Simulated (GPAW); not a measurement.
TeAs2:

```
CELL_PARAMETERS angstrom
-3.55645 3.55645 2.94052
3.55645 -3.55645 2.94052
3.55645 3.55645 -2.94052
ATOMIC_POSITIONS crystal
Te 0.00000 0.00000 0.00000
Te 0.75000 0.25000 0.50000
As 0.87500 0.62500 0.25000
As 0.37500 0.62500 0.75000
As 0.37500 0.12500 0.75000
As 0.37500 0.62500 0.25000
```

The cell comes from a database or a generator and needn't be the stable form of this composition.

```yaml
Program: GPAW 26.7.0
Task: relaxation of cell and atoms
Functional: PBEsol
Dispersion: D3(BJ)
Potentials_or_basis: PAW data sets generated in the run's folder for this functional
Cutoff: 600 eV
Basis: pw
k_mesh: 4 × 4 × 4
Occupations: fermi-dirac, width 0.05 eV
Spin: no spin polarisation
```

At the start: pressure -7.3 GPa; volume 24.80 Å³/atom.

Task: How do energy, volume and symmetry change on relaxing?

Result: Over 8 steps the energy falls by 73.5 meV/atom and the volume is 21.87 Å³/atom (-11.8 %); space group I4_1/amd (No. 141, to 0.05 Å).

The path:
```
step  energy change (eV)  largest force (eV/Å)  pressure (GPa)  volume (Å³)
   1              0.0000                0.0000           -7.29       148.77
   2             -0.0537                0.0000           -6.90       147.58
   3             -0.4003                0.0000           -1.32       134.95
   4             -0.4101                0.0000            0.08       132.57
   5             -0.4117                0.0000           -0.01       132.68
   6             -0.4340                0.0000           -0.96       133.19
   7             -0.4387                0.0000           -0.60       132.33
   8             -0.4410                0.0000            0.03       131.19
```

Final structure:
```
Te As
1.0
    -3.37930    3.37930    2.87209
     3.37930   -3.37930    2.87209
     3.37930    3.37930   -2.87209
Te As
2 4
Direct
  0.00000 0.00000 0.00000
  0.75000 0.25000 0.50000
  0.87500 0.62500 0.25000
  0.37500 0.62500 0.75000
  0.37500 0.12500 0.75000
  0.37500 0.62500 0.25000
```

Caveat: later steps reuse the first step's grids; pairwise dispersion overbinds metals, which lowers pressure and volume.
